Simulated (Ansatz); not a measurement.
# H8O2Si3: levels of theory

Aim: for H8O2Si3, compare levels of theory; the runs are relaxing the atoms and phonons.

Program: Ansatz 0.2.0. Level of theory: DFT PBE, Gaussian basis def2-SVP, and further levels as typed in the inputs. These are calculated values, not measurements.

## 1. The starting structure

Bond lengths: Si1–O2 1.721 Å, O2–Si3 1.721 Å, Si1–O4 1.722 Å, O4–Si5 1.720 Å, Si1–H6 1.475 Å, Si1–H7 1.472 Å, Si3–H8 1.470 Å, Si3–H9 1.472 Å, Si3–H10 1.472 Å, Si5–H11 1.472 Å, Si5–H12 1.470 Å, Si5–H13 1.472 Å. Angles (14 of 20 angles, heavy atoms first): Si1–O2–Si3 106.2°, O2–Si1–O4 109.7°, Si1–O4–Si5 105.9°, O2–Si1–H6 110.4°, O2–Si1–H7 108.3°, O4–Si1–H6 110.9°, O4–Si1–H7 109.4°, O2–Si3–H8 109.0°, O2–Si3–H9 110.4°, O2–Si3–H10 110.3°, O4–Si5–H11 110.3°, O4–Si5–H12 109.0°, O4–Si5–H13 110.4°, H6–Si1–H7 108.1°.

As a file:

```xyz
13

Si    0.0378   -0.8823    0.3344
O     1.6970   -1.1087   -0.0641
Si    2.4529    0.4243    0.1372
O    -0.7302    0.0518   -0.8913
Si   -2.3509    0.2819   -0.3638
H    -0.0893   -0.2285    1.6501
H    -0.6029   -2.2046    0.4161
H     3.8781    0.3043   -0.2031
H     1.8417    1.4196   -0.7587
H     2.3430    0.8688    1.5360
H    -2.3736    1.0259    0.9061
H    -3.0775    1.0636   -1.3749
H    -3.0262   -1.0161   -0.2026
```

## 2. Relaxing the atoms: H8O2Si3

File input.yaml:

```yaml
crystal:
  periodic: [false, false, false]
  atoms:
    - { symbol: Si, position_ang: [0.037759, -0.882305, 0.334413] }
    - { symbol: O, position_ang: [1.697019, -1.108719, -0.06412] }
    - { symbol: Si, position_ang: [2.452922, 0.424333, 0.137169] }
    - { symbol: O, position_ang: [-0.730166, 0.051826, -0.891275] }
    - { symbol: Si, position_ang: [-2.350893, 0.281898, -0.363763] }
    - { symbol: H, position_ang: [-0.089267, -0.228474, 1.650064] }
    - { symbol: H, position_ang: [-0.602938, -2.204576, 0.41611] }
    - { symbol: H, position_ang: [3.878139, 0.30433, -0.203111] }
    - { symbol: H, position_ang: [1.841705, 1.419614, -0.758678] }
    - { symbol: H, position_ang: [2.343023, 0.868758, 1.536035] }
    - { symbol: H, position_ang: [-2.373559, 1.025869, 0.906115] }
    - { symbol: H, position_ang: [-3.077517, 1.063553, -1.37493] }
    - { symbol: H, position_ang: [-3.026227, -1.016105, -0.202622] }
basis:
  gaussian: { orbitals: def2-SVP }
hamiltonian:
  xc: pbe
relax:
  f_tol: 0.003
  max_steps: 150
output:
  orbitals: {}
```

The run is started by

```sh
$ ansatz run input.yaml --threads 4 --pin off --max-ram 10240MiB --backend cpu --events-out ev --progress --plain --runs-dir out
```

The program printed:

```text
Warning: RAYON_NUM_THREADS=4 ignored (pool sized by the plan → 4); use --threads N
The last accepted step is kept in <dir> (removed where the run ends without a failure and the disk answers)
Engine: ansatz 0.2.0, aarch64-unknown-linux-gnu
Functional definition: PBE
  parameter kappa = 0.804
  parameter beta = 0.06672455060314922
  exchange = pbe_x(kappa = kappa, mu = beta*pi^2/3)
  correlation = pbe_c(beta = beta)
1338 factors; their error is unknown
mean field evaluation 1: about -27823.6295 eV, gradient 7.0e1 eV
mean field evaluation 2: about -27766.3685 eV, gradient 1.8e2 eV
mean field evaluation 4: about -27832.4667 eV, gradient 4.7e0 eV
mean field evaluation 8: about -27832.5435 eV, gradient 1.4e-1 eV
mean field evaluation 16: about -27832.4419 eV, gradient 5.8e-5 eV
mean field -27832.44187149 eV, -1022.8233732706 hartree, gradient 5.8e-5 eV, S^2 0.000000; 0 other end points of the search recorded, 0 dependent functions left out
the calculation of the forces begins
reference -27832.44191534 eV, -1022.8233748821 hartree; 33, 33 occupied and 89, 89 virtual orbitals, 1338 factors
relax step   1: F+E_penalty+E_count = -27832.44187149 eV  Δ(F+E_penalty+E_count) = +0.000e0 eV  max|allowed force component| = 1.317e0 eV/Å  Δτ_max = 0.0000 Å  (26 SCF iters, accepted)
these checks for a lower state are left out or cut short: starts, cluster_reference, orbital_swaps, neighbouring_geometries, increment
1338 factors; their error is unknown
mean field -27832.78036939 eV, -1022.8358128389 hartree, gradient 1.8e-5 eV, S^2 0.000000; 0 other end points of the search recorded, 0 dependent functions left out
the calculation of the forces begins
reference -27832.78041422 eV, -1022.8358144864 hartree; 33, 33 occupied and 89, 89 virtual orbitals, 1338 factors
relax step   2: F+E_penalty+E_count = -27832.78036939 eV  Δ(F+E_penalty+E_count) = -3.385e-1 eV  max|allowed force component| = 8.843e-1 eV/Å  Δτ_max = 0.1305 Å  (28 SCF iters, accepted)
these checks for a lower state are left out or cut short: starts, cluster_reference, orbital_swaps, neighbouring_geometries, increment
1338 factors; their error is unknown
mean field evaluation 32: about -27832.9870 eV, gradient 2.2e-5 eV
mean field -27832.98703298 eV, -1022.8434075858 hartree, gradient 2.2e-5 eV, S^2 0.000000; 0 other end points of the search recorded, 0 dependent functions left out
the calculation of the forces begins
reference -27832.98707870 eV, -1022.8434092660 hartree; 33, 33 occupied and 89, 89 virtual orbitals, 1338 factors
relax step   3: F+E_penalty+E_count = -27832.98703298 eV  Δ(F+E_penalty+E_count) = -2.067e-1 eV  max|allowed force component| = 5.494e-1 eV/Å  Δτ_max = 0.1901 Å  (34 SCF iters, accepted)
[... from here on, the SCF cycles and remarks between the steps are left out ...]
relax step   4: F+E_penalty+E_count = -27833.09882538 eV  Δ(F+E_penalty+E_count) = -1.118e-1 eV  max|allowed force component| = 2.359e-1 eV/Å  Δτ_max = 0.2000 Å  (27 SCF iters, accepted)
relax step   5: F+E_penalty+E_count = -27833.14904273 eV  Δ(F+E_penalty+E_count) = -5.022e-2 eV  max|allowed force component| = 1.196e-1 eV/Å  Δτ_max = 0.2000 Å  (32 SCF iters, accepted)
relax step   6: F+E_penalty+E_count = -27833.15831995 eV  Δ(F+E_penalty+E_count) = -9.277e-3 eV  max|allowed force component| = 5.777e-2 eV/Å  Δτ_max = 0.0979 Å  (26 SCF iters, accepted)
relax step   7: F+E_penalty+E_count = -27833.15653242 eV  Δ(F+E_penalty+E_count) = +1.788e-3 eV  max|allowed force component| = 2.110e-1 eV/Å  Δτ_max = 0.0783 Å  (27 SCF iters, rejected (line search))
relax step   8: F+E_penalty+E_count = -27833.15973266 eV  Δ(F+E_penalty+E_count) = -1.413e-3 eV  max|allowed force component| = 1.369e-2 eV/Å  Δτ_max = 0.0391 Å  (27 SCF iters, accepted)
relax step   9: F+E_penalty+E_count = -27833.16056241 eV  Δ(F+E_penalty+E_count) = -8.297e-4 eV  max|allowed force component| = 3.081e-2 eV/Å  Δτ_max = 0.0744 Å  (27 SCF iters, accepted)
relax step  10: F+E_penalty+E_count = -27833.15989506 eV  Δ(F+E_penalty+E_count) = +6.674e-4 eV  max|allowed force component| = 1.002e-1 eV/Å  Δτ_max = 0.0391 Å  (28 SCF iters, rejected (line search))
relax step  11: F+E_penalty+E_count = -27833.16113129 eV  Δ(F+E_penalty+E_count) = -5.689e-4 eV  max|allowed force component| = 1.287e-2 eV/Å  Δτ_max = 0.0195 Å  (28 SCF iters, accepted)
relax step  12: F+E_penalty+E_count = -27833.16198736 eV  Δ(F+E_penalty+E_count) = -8.561e-4 eV  max|allowed force component| = 2.368e-2 eV/Å  Δτ_max = 0.0735 Å  (28 SCF iters, accepted)
relax step  13: F+E_penalty+E_count = -27833.16242779 eV  Δ(F+E_penalty+E_count) = -4.404e-4 eV  max|allowed force component| = 9.669e-2 eV/Å  Δτ_max = 0.1081 Å  (27 SCF iters, accepted)
relax step  14: F+E_penalty+E_count = -27833.16290929 eV  Δ(F+E_penalty+E_count) = -4.815e-4 eV  max|allowed force component| = 5.934e-2 eV/Å  Δτ_max = 0.0034 Å  (21 SCF iters, accepted)
relax step  15: F+E_penalty+E_count = -27833.16374708 eV  Δ(F+E_penalty+E_count) = -8.378e-4 eV  max|allowed force component| = 1.399e-2 eV/Å  Δτ_max = 0.0333 Å  (28 SCF iters, accepted)
relax step  16: F+E_penalty+E_count = -27833.16451130 eV  Δ(F+E_penalty+E_count) = -7.642e-4 eV  max|allowed force component| = 6.491e-2 eV/Å  Δτ_max = 0.1259 Å  (28 SCF iters, accepted)
relax step  17: F+E_penalty+E_count = -27833.16511574 eV  Δ(F+E_penalty+E_count) = -6.044e-4 eV  max|allowed force component| = 5.941e-2 eV/Å  Δτ_max = 0.0117 Å  (30 SCF iters, accepted)
relax step  18: F+E_penalty+E_count = -27833.16604336 eV  Δ(F+E_penalty+E_count) = -9.276e-4 eV  max|allowed force component| = 1.168e-2 eV/Å  Δτ_max = 0.0500 Å  (27 SCF iters, accepted)
relax step  19: F+E_penalty+E_count = -27833.16690814 eV  Δ(F+E_penalty+E_count) = -8.648e-4 eV  max|allowed force component| = 9.386e-2 eV/Å  Δτ_max = 0.1286 Å  (27 SCF iters, accepted)
relax step  20: F+E_penalty+E_count = -27833.16758533 eV  Δ(F+E_penalty+E_count) = -6.772e-4 eV  max|allowed force component| = 6.973e-2 eV/Å  Δτ_max = 0.0219 Å  (28 SCF iters, accepted)
relax step  21: F+E_penalty+E_count = -27833.16794969 eV  Δ(F+E_penalty+E_count) = -3.644e-4 eV  max|allowed force component| = 1.522e-1 eV/Å  Δτ_max = 0.1101 Å  (28 SCF iters, accepted)
relax step  22: F+E_penalty+E_count = -27833.16469942 eV  Δ(F+E_penalty+E_count) = +3.250e-3 eV  max|allowed force component| = 1.756e-1 eV/Å  Δτ_max = 0.0851 Å  (28 SCF iters, rejected (line search))
relax step  23: F+E_penalty+E_count = -27833.16984215 eV  Δ(F+E_penalty+E_count) = -1.892e-3 eV  max|allowed force component| = 7.619e-3 eV/Å  Δτ_max = 0.0395 Å  (28 SCF iters, accepted)
relax step  24: F+E_penalty+E_count = -27833.16993132 eV  Δ(F+E_penalty+E_count) = -8.918e-5 eV  max|allowed force component| = 6.423e-2 eV/Å  Δτ_max = 0.0388 Å  (28 SCF iters, accepted)
relax step  25: F+E_penalty+E_count = -27833.17052772 eV  Δ(F+E_penalty+E_count) = -5.964e-4 eV  max|allowed force component| = 3.556e-2 eV/Å  Δτ_max = 0.0360 Å  (29 SCF iters, accepted)
relax step  26: F+E_penalty+E_count = -27833.17039548 eV  Δ(F+E_penalty+E_count) = +1.322e-4 eV  max|allowed force component| = 1.115e-1 eV/Å  Δτ_max = 0.1289 Å  (29 SCF iters, rejected (line search))
relax step  27: F+E_penalty+E_count = -27833.17098067 eV  Δ(F+E_penalty+E_count) = -4.529e-4 eV  max|allowed force component| = 2.631e-2 eV/Å  Δτ_max = 0.0631 Å  (29 SCF iters, accepted)
relax step  28: F+E_penalty+E_count = -27833.17120083 eV  Δ(F+E_penalty+E_count) = -2.202e-4 eV  max|allowed force component| = 3.808e-2 eV/Å  Δτ_max = 0.0647 Å  (28 SCF iters, accepted)
relax step  29: F+E_penalty+E_count = -27833.17130265 eV  Δ(F+E_penalty+E_count) = -1.018e-4 eV  max|allowed force component| = 3.666e-2 eV/Å  Δτ_max = 0.0230 Å  (27 SCF iters, accepted)
relax step  30: F+E_penalty+E_count = -27833.17154262 eV  Δ(F+E_penalty+E_count) = -2.400e-4 eV  max|allowed force component| = 3.449e-2 eV/Å  Δτ_max = 0.0115 Å  (30 SCF iters, accepted)
relax step  31: F+E_penalty+E_count = -27833.17175309 eV  Δ(F+E_penalty+E_count) = -2.105e-4 eV  max|allowed force component| = 5.839e-3 eV/Å  Δτ_max = 0.0125 Å  (29 SCF iters, accepted)
relax step  32: F+E_penalty+E_count = -27833.17184558 eV  Δ(F+E_penalty+E_count) = -9.249e-5 eV  max|allowed force component| = 8.642e-3 eV/Å  Δτ_max = 0.0206 Å  (28 SCF iters, accepted)
relax step  33: F+E_penalty+E_count = -27833.17187217 eV  Δ(F+E_penalty+E_count) = -2.659e-5 eV  max|allowed force component| = 2.180e-2 eV/Å  Δτ_max = 0.0603 Å  (28 SCF iters, accepted)
relax step  34: F+E_penalty+E_count = -27833.16308234 eV  Δ(F+E_penalty+E_count) = +8.790e-3 eV  max|allowed force component| = 2.186e-1 eV/Å  Δτ_max = 0.1951 Å  (28 SCF iters, rejected (line search))
relax step  35: F+E_penalty+E_count = -27833.16357797 eV  Δ(F+E_penalty+E_count) = +8.294e-3 eV  max|allowed force component| = 3.236e-1 eV/Å  Δτ_max = 0.0242 Å  (29 SCF iters, rejected (line search))
relax step  36: F+E_penalty+E_count = -27833.17199902 eV  Δ(F+E_penalty+E_count) = -1.268e-4 eV  max|allowed force component| = 1.495e-3 eV/Å  Δτ_max = 0.0096 Å  (30 SCF iters, accepted)
relax step  37: F+E_penalty+E_count = -27833.17201884 eV  Δ(F+E_penalty+E_count) = -1.982e-5 eV  max|allowed force component| = 5.414e-3 eV/Å  Δτ_max = 0.0149 Å  (29 SCF iters, accepted)
relax step  38: F+E_penalty+E_count = -27833.17203348 eV  Δ(F+E_penalty+E_count) = -1.464e-5 eV  max|allowed force component| = 1.001e-2 eV/Å  Δτ_max = 0.0138 Å  (30 SCF iters, accepted)
relax step  39: F+E_penalty+E_count = -27833.17204641 eV  Δ(F+E_penalty+E_count) = -1.292e-5 eV  max|allowed force component| = 4.091e-3 eV/Å  Δτ_max = 0.0172 Å  (30 SCF iters, accepted)
relax step  40: F+E_penalty+E_count = -27833.17205567 eV  Δ(F+E_penalty+E_count) = -9.268e-6 eV  max|allowed force component| = 3.528e-3 eV/Å  Δτ_max = 0.0043 Å  (22 SCF iters, accepted)
relax step  41: F+E_penalty+E_count = -27833.17206084 eV  Δ(F+E_penalty+E_count) = -5.170e-6 eV  max|allowed force component| = 3.328e-3 eV/Å  Δτ_max = 0.0063 Å  (23 SCF iters, accepted)
relax step  42: F+E_penalty+E_count = -27833.17206625 eV  Δ(F+E_penalty+E_count) = -5.409e-6 eV  max|allowed force component| = 4.414e-3 eV/Å  Δτ_max = 0.0046 Å  (22 SCF iters, accepted)
relax step  43: F+E_penalty+E_count = -27833.17207744 eV  Δ(F+E_penalty+E_count) = -1.118e-5 eV  max|allowed force component| = 5.743e-3 eV/Å  Δτ_max = 0.0152 Å  (30 SCF iters, accepted)
relax step  44: F+E_penalty+E_count = -27833.17208498 eV  Δ(F+E_penalty+E_count) = -7.542e-6 eV  max|allowed force component| = 4.310e-3 eV/Å  Δτ_max = 0.0132 Å  (23 SCF iters, accepted)
relax step  45: F+E_penalty+E_count = -27833.17209040 eV  Δ(F+E_penalty+E_count) = -5.423e-6 eV  max|allowed force component| = 3.595e-3 eV/Å  Δτ_max = 0.0068 Å  (22 SCF iters, accepted)
relax step  46: F+E_penalty+E_count = -27833.17209973 eV  Δ(F+E_penalty+E_count) = -9.327e-6 eV  max|allowed force component| = 5.421e-3 eV/Å  Δτ_max = 0.0134 Å  (23 SCF iters, accepted)
relax step  47: F+E_penalty+E_count = -27833.17210822 eV  Δ(F+E_penalty+E_count) = -8.491e-6 eV  max|allowed force component| = 6.738e-3 eV/Å  Δτ_max = 0.0165 Å  (30 SCF iters, accepted)
relax step  48: F+E_penalty+E_count = -27833.17211412 eV  Δ(F+E_penalty+E_count) = -5.904e-6 eV  max|allowed force component| = 5.428e-3 eV/Å  Δτ_max = 0.0190 Å  (29 SCF iters, accepted)
relax step  49: F+E_penalty+E_count = -27833.17211791 eV  Δ(F+E_penalty+E_count) = -3.788e-6 eV  max|allowed force component| = 4.248e-3 eV/Å  Δτ_max = 0.0010 Å  (19 SCF iters, accepted)
these checks for a lower state are left out or cut short: starts, cluster_reference, orbital_swaps, neighbouring_geometries, increment
1338 factors; their error is unknown
mean field -27833.17212108 eV, -1022.8502094481 hartree, gradient 9.3e-6 eV, S^2 0.000000; 0 other end points of the search recorded, 0 dependent functions left out
the calculation of the forces begins
reference -27833.17216796 eV, -1022.8502111708 hartree; 33, 33 occupied and 89, 89 virtual orbitals, 1338 factors
relax step  50: F+E_penalty+E_count = -27833.17212108 eV  Δ(F+E_penalty+E_count) = -3.172e-6 eV  max|allowed force component| = 4.418e-4 eV/Å  Δτ_max = 0.0018 Å  (22 SCF iters, accepted)
1338 factors; their error is unknown
mean field evaluation 352: about -27833.2758 eV, gradient 1.3e-1 eV
mean field -27833.17212108 eV, -1022.8502094481 hartree, gradient 9.2e-6 eV, S^2 0.000000; 1 other end points of the search recorded, 0 dependent functions left out
the calculation of the forces begins
reference -27833.17216796 eV, -1022.8502111708 hartree; 33, 33 occupied and 89, 89 virtual orbitals, 1338 factors
Total energy: -27833.17216796 eV, -1022.8502111708 hartree
Atom 0 at     0.048537    -1.360224     0.687131 Å, force     0.000056    -0.000049     0.000442 eV/Å
Atom 1 at     1.429217    -0.685148     0.045309 Å, force     0.000040    -0.000180    -0.000340 eV/Å
Atom 2 at     2.368012     0.697478    -0.065029 Å, force     0.000050     0.000296     0.000123 eV/Å
Atom 3 at    -1.308965    -0.862201    -0.139451 Å, force     0.000044    -0.000078    -0.000266 eV/Å
Atom 4 at    -2.397260     0.387933    -0.380380 Å, force    -0.000222     0.000286     0.000127 eV/Å
Atom 5 at    -0.075161    -0.954946     2.130925 Å, force     0.000034    -0.000086     0.000283 eV/Å
Atom 6 at     0.155867    -2.839938     0.516226 Å, force     0.000021    -0.000175    -0.000114 eV/Å
Atom 7 at     3.766050     0.290085    -0.426913 Å, force     0.000095     0.000011    -0.000010 eV/Å
Atom 8 at     1.822326     1.612331    -1.127306 Å, force     0.000059    -0.000032    -0.000013 eV/Å
Atom 9 at     2.383439     1.431466     1.250796 Å, force     0.000055     0.000007    -0.000058 eV/Å
Atom 10 at    -2.678192     1.100594     0.917147 Å, force    -0.000157     0.000091     0.000013 eV/Å
Atom 11 at    -1.842071     1.376258    -1.369346 Å, force     0.000088    -0.000020    -0.000132 eV/Å
Atom 12 at    -3.671800    -0.193687    -0.917703 Å, force    -0.000163    -0.000073    -0.000056 eV/Å
Dipole moment:    -0.015050     0.146945     0.077842 e Å
```

Wall time 57 s (4 threads of Arm Neoverse V2, shared host); peak memory 0.17 GiB.

Step by step:

```csv
step,energy from step 1 (eV),largest force component (eV/Å)
1,0.0000,1.3168
2,-0.3385,0.8843
3,-0.5452,0.5494
4,-0.6570,0.2359
5,-0.7072,0.1196
6,-0.7164,0.0578
7,-0.7147,0.2110
8,-0.7179,0.0137
9,-0.7187,0.0308
10,-0.7180,0.1002
11,-0.7193,0.0129
12,-0.7201,0.0237
13,-0.7206,0.0967
14,-0.7210,0.0593
15,-0.7219,0.0140
16,-0.7226,0.0649
17,-0.7232,0.0594
18,-0.7242,0.0117
19,-0.7250,0.0939
20,-0.7257,0.0697
21,-0.7261,0.1522
22,-0.7228,0.1756
23,-0.7280,0.0076
24,-0.7281,0.0642
25,-0.7287,0.0356
26,-0.7285,0.1115
27,-0.7291,0.0263
28,-0.7293,0.0381
29,-0.7294,0.0367
30,-0.7297,0.0345
31,-0.7299,0.0058
32,-0.7300,0.0086
33,-0.7300,0.0218
34,-0.7212,0.2186
35,-0.7217,0.3236
36,-0.7301,0.0015
37,-0.7301,0.0054
38,-0.7302,0.0100
39,-0.7302,0.0041
40,-0.7302,0.0035
41,-0.7302,0.0033
42,-0.7302,0.0044
43,-0.7302,0.0057
44,-0.7302,0.0043
45,-0.7302,0.0036
46,-0.7302,0.0054
47,-0.7302,0.0067
48,-0.7302,0.0054
49,-0.7302,0.0042
50,-0.7303,0.0004
```

Step 1 is the start. Steps 7, 10, 22, 26, 34, 35 were tried and not accepted.

Before: Bond lengths: Si1–O2 1.721 Å, O2–Si3 1.721 Å, Si1–O4 1.722 Å, O4–Si5 1.720 Å, Si1–H6 1.475 Å, Si1–H7 1.472 Å, Si3–H8 1.470 Å, Si3–H9 1.472 Å, Si3–H10 1.472 Å, Si5–H11 1.472 Å, Si5–H12 1.470 Å, Si5–H13 1.472 Å. Angles (14 of 20 angles, heavy atoms first): Si1–O2–Si3 106.2°, O2–Si1–O4 109.7°, Si1–O4–Si5 105.9°, O2–Si1–H6 110.4°, O2–Si1–H7 108.3°, O4–Si1–H6 110.9°, O4–Si1–H7 109.4°, O2–Si3–H8 109.0°, O2–Si3–H9 110.4°, O2–Si3–H10 110.3°, O4–Si5–H11 110.3°, O4–Si5–H12 109.0°, O4–Si5–H13 110.4°, H6–Si1–H7 108.1°.

After: Bond lengths: Si1–O2 1.666 Å, O2–Si3 1.675 Å, Si1–O4 1.666 Å, O4–Si5 1.675 Å, Si1–H6 1.505 Å, Si1–H7 1.493 Å, Si3–H8 1.500 Å, Si3–H9 1.504 Å, Si3–H10 1.507 Å, Si5–H11 1.507 Å, Si5–H12 1.504 Å, Si5–H13 1.500 Å. Angles (14 of 20 angles, heavy atoms first): Si1–O2–Si3 145.6°, O2–Si1–O4 111.3°, Si1–O4–Si5 145.5°, O2–Si1–H6 109.2°, O2–Si1–H7 107.3°, O4–Si1–H6 109.2°, O4–Si1–H7 107.3°, O2–Si3–H8 108.3°, O2–Si3–H9 110.2°, O2–Si3–H10 110.5°, O4–Si5–H11 110.5°, O4–Si5–H12 110.2°, O4–Si5–H13 108.3°, H6–Si1–H7 112.5°.

## 3. Phonons

It takes the final geometry of step 2.

File input.yaml:

```yaml
crystal:
  periodic: [false, false, false]
  atoms:
    - { symbol: Si, position_ang: [0.04853712, -1.3602235, 0.6871315] }
    - { symbol: O, position_ang: [1.42921701, -0.68514764, 0.04530909] }
    - { symbol: Si, position_ang: [2.36801223, 0.69747762, -0.06502929] }
    - { symbol: O, position_ang: [-1.3089648, -0.86220063, -0.13945137] }
    - { symbol: Si, position_ang: [-2.39726004, 0.38793328, -0.38037954] }
    - { symbol: H, position_ang: [-0.0751606, -0.95494585, 2.13092531] }
    - { symbol: H, position_ang: [0.15586675, -2.83993795, 0.51622594] }
    - { symbol: H, position_ang: [3.76604974, 0.29008466, -0.42691327] }
    - { symbol: H, position_ang: [1.82232644, 1.61233083, -1.1273055] }
    - { symbol: H, position_ang: [2.38343949, 1.43146607, 1.25079586] }
    - { symbol: H, position_ang: [-2.67819195, 1.10059354, 0.91714699] }
    - { symbol: H, position_ang: [-1.84207109, 1.37625843, -1.36934576] }
    - { symbol: H, position_ang: [-3.67180032, -0.19368685, -0.91770296] }
basis:
  gaussian: { orbitals: def2-SVP }
hamiltonian:
  xc: pbe
phonons: {}
```

The run is started by

```sh
$ ansatz run input.yaml --threads 4 --pin off --max-ram 10240MiB --backend cpu --events-out ev --progress --plain --runs-dir out
```

The program printed (excerpt; [...] marks lines left out):

```text
Warning: RAYON_NUM_THREADS=4 ignored (pool sized by the plan → 4); use --threads N
[...]
[... 1 set-up line as earlier in the session ...]
[...]
1338 factors; their error is unknown
[...]
mean field -27833.17210965 eV, -1022.8502090280 hartree, gradient 2.7e-5 eV, S^2 0.000000; 0 other end points of the search recorded, 0 dependent functions left out
[...]
reference -27833.17215648 eV, -1022.8502107488 hartree; 33, 33 occupied and 89, 89 virtual orbitals, 1338 factors
[...]
reference -27833.17212092 eV, -1022.8502094423 hartree; 33, 33 occupied and 89, 89 virtual orbitals, 1338 factors
[...]
1338 factors; their error is unknown
[...]
mean field -27833.17207558 eV, -1022.8502077760 hartree, gradient 2.1e-6 eV, S^2 0.000000; 0 other end points of the search recorded, 0 dependent functions left out
[...]
reference -27833.17212241 eV, -1022.8502094968 hartree; 33, 33 occupied and 89, 89 virtual orbitals, 1338 factors
[...]
1338 factors; their error is unknown
```

## 4. The log goes on: pbeSVP-v

The log, continued (excerpt; [...] marks lines left out):

```text
mean field -27833.17200368 eV, -1022.8502051337 hartree, gradient 2.3e-6 eV, S^2 0.000000; 0 other end points of the search recorded, 0 dependent functions left out
[...]
reference -27833.17205051 eV, -1022.8502068546 hartree; 33, 33 occupied and 89, 89 virtual orbitals, 1338 factors
[...]
1338 factors; their error is unknown
[...]
reference -27833.17212696 eV, -1022.8502096642 hartree; 33, 33 occupied and 89, 89 virtual orbitals, 1338 factors
[...]
1338 factors; their error is unknown
mean field -27833.17208046 eV, -1022.8502079553 hartree, gradient 9.0e-7 eV, S^2 0.000000; 0 other end points of the search recorded, 0 dependent functions left out
[...]
reference -27833.17212729 eV, -1022.8502096761 hartree; 33, 33 occupied and 89, 89 virtual orbitals, 1338 factors
```

## 5. More of the same log: pbeSVP-v

The log, continued (excerpt; [...] marks lines left out):

```text
[...]
1338 factors; their error is unknown
mean field -27833.17210379 eV, -1022.8502088126 hartree, gradient 1.2e-6 eV, S^2 0.000000; 0 other end points of the search recorded, 0 dependent functions left out
[...]
reference -27833.17215062 eV, -1022.8502105335 hartree; 33, 33 occupied and 89, 89 virtual orbitals, 1338 factors
[...]
1338 factors; their error is unknown
[...]
Atom 11 at    -1.842071     1.376258    -1.369346 Å, force     0.000137     0.000006    -0.000112 eV/Å
Atom 12 at    -3.671800    -0.193687    -0.917703 Å, force    -0.000164    -0.000079    -0.000081 eV/Å
Dipole moment:    -0.015047     0.146947     0.077846 e Å
Vibrations: 22.71 27.20 33.94 41.24 80.99 96.15 294.90 552.56 610.63 661.67 690.90 703.83 706.75 720.17 738.88 881.58 911.95 913.54 915.81 917.71 927.85 969.23 973.57 1068.55 1074.54 2151.99 2154.81 2164.73 2166.21 2170.20 2189.06 2190.31 2223.10 cm⁻¹, zero-point energy 2.042470 eV
```

Wall time 52 s (4 threads of Arm Neoverse V2, shared host); peak memory 0.17 GiB.

[end of part 1 of 3]
